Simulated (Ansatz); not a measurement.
# ClGaH4O2Si: up Jacob's ladder to CCSD(T)

The task here is to estimate one member of a computed series from the others.

Program: Ansatz 0.2.0, Gaussian basis. Level of theory: functionals in def2-TZVPP, the program's frozen cores in correlated methods. These are calculated values, not measurements.

Levels to be run: PBE-D4, r2SCAN-D4, PBE0-D4, B3LYP-D4, ωB97X-V, ωB97M-V, B2PLYP; CCSD(T)/def2-TZVPP; MP2/def2-QZVPP; extrapolation to the limit.

## The geometry

All runs share one geometry, relaxed beforehand with PBE0-D4 in a triple-zeta def2 set.

SMILES `[OH][Ga]([Cl])[O][SiH3]`, 9 atoms, charge 0, spin multiplicity 1.

Atoms are counted from 1 here; the program's logs count them from 0.

Bond lengths: O1–Ga2 1.764 Å, O1–H6 0.961 Å, Ga2–Cl3 2.114 Å, Ga2–O4 1.765 Å, O4–Si5 1.640 Å, Si5–H7 1.488 Å, Si5–H8 1.488 Å, Si5–H9 1.484 Å. Angles: Ga2–O1–H6 112.5°, O1–Ga2–Cl3 119.9°, O1–Ga2–O4 119.6°, Cl3–Ga2–O4 120.5°, Ga2–O4–Si5 137.4°, O4–Si5–H7 110.8°, O4–Si5–H8 110.9°, O4–Si5–H9 107.9°, H7–Si5–H8 108.6°, H7–Si5–H9 109.3°, H8–Si5–H9 109.3°.

Set-up of the first run:

Input file in.yaml:

```yaml
crystal:
  periodic: [false, false, false]
  atoms:
    - {symbol: O, position_ang: [-2.653182, -0.562372, 1.206522]}
    - {symbol: Ga, position_ang: [-0.903297, -0.556898, 0.984397]}
    - {symbol: Cl, position_ang: [0.340401, -1.538139, 2.384849]}
    - {symbol: O, position_ang: [-0.204094, 0.269928, -0.409109]}
    - {symbol: Si, position_ang: [1.291604, 0.549158, -1.020657]}
    - {symbol: H, position_ang: [-3.113606, -0.086294, 0.510081]}
    - {symbol: H, position_ang: [2.095198, 1.385940, -0.089486]}
    - {symbol: H, position_ang: [2.016315, -0.728452, -1.256653]}
    - {symbol: H, position_ang: [1.130672, 1.267150, -2.309944]}
basis:
  gaussian: {orbitals: def2-TZVPP}
hamiltonian: {xc: pbe, dispersion: d4}
output: {forces: true, orbitals: {seedname: orbitals}}
```

The run is started by

```bash
ansatz run in.yaml --threads 2 --pin off --events-out ev --progress --plain --max-ram 32768MiB --backend cpu
```

Steps of the session up to this table: PBE-D4 (GGA); r2SCAN-D4 (meta-GGA); PBE0-D4 (hybrid); B3LYP-D4 (hybrid); ωB97X-V (range-separated); ωB97M-V (range-separated); B2PLYP (double hybrid); CCSD(T) in def2-TZVPP; MP2 in def2-QZVPP.

One table of the session follows, with a row left open; its other results are not shown here.

```
            method  atomisation energy (kcal/mol)
            PBE-D4                          718.8
         r2SCAN-D4                          721.1
           PBE0-D4                          706.2
          B3LYP-D4                          709.0
           ωB97X-V                          722.9
           ωB97M-V                          718.0
            B2PLYP                              ?
     HF/def2-TZVPP                          516.4
    MP2/def2-TZVPP                          726.0
   CCSD/def2-TZVPP                          694.1
CCSD(T)/def2-TZVPP                          705.8
           MP2/CBS                          745.1
       CCSD(T)/CBS                          725.0
```

Q: Estimate the row for B2PLYP from the others.

As computed: atomisation energy (kcal/mol): 708.8. In the column «atomisation energy (kcal/mol)» it lies between PBE0-D4 (706.2) and B3LYP-D4 (709.0).

Limits of these values: Free atoms (2 O, 1 Ga, 1 Cl, 1 Si, 4 H) were run apart at each level; the atomisation energy is their sum less the molecule, without zero-point or spin-orbit terms.
